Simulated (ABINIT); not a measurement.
Crystal: Sr2SO.

```
Sr S O
1.0
     4.04324    0.00000    0.00000
     0.00000    4.04324    0.00000
     0.00000    0.00000    5.71800
Sr S O
2 1 1
Direct
  0.50000 0.50000 0.50000
  0.00000 0.00000 0.00000
  0.00000 0.00000 0.50000
  0.50000 0.50000 0.00000
```

The cell comes from a database or a generator and needn't be the stable form of this composition.

| Quantity | Value |
| --- | --- |
| Program | ABINIT 10.8.3 (patched build) |
| Task | single point |
| Functional | PBE |
| Potentials or basis | JTH PAW PBE v2.0 |
| Cutoff | 626 eV |
| k mesh | 7 × 7 × 5 |
| Occupations | fermi-dirac, width 0.05 eV |
| Spin | no spin polarisation |

On this cell: pressure -0.3 GPa; largest force under 0.003 eV/Å; band gap on the k mesh 2.21 eV, direct.

The same run follows on a disturbed copy (atoms moved at random, drawn with an rms of 0.05 Å):

```
Sr S O
1.0
     4.04324    0.00000    0.00000
     0.00000    4.04324    0.00000
     0.00000    0.00000    5.71800
Sr S O
2 1 1
Direct
  0.50336 0.49735 0.50258
  0.98902 0.99109 0.99956
  0.00686 0.00138 0.49934
  0.49574 0.49430 0.99908
```

Question: What changes?

Answer: The energy moves by +0.9 meV/atom; pressure -0.3 GPa; largest force 0.131 eV/Å; band gap on the k mesh 2.22 eV, direct.

Forces in eV/Å, atoms in the order of the input:
```
Sr  -0.006  0.050  0.005
Sr   0.012  0.004  0.029
S   -0.092 -0.093  0.009
O    0.086  0.039 -0.043
```

Caveats: an odd mesh through Γ misses points on the zone boundary, where band edges often lie.
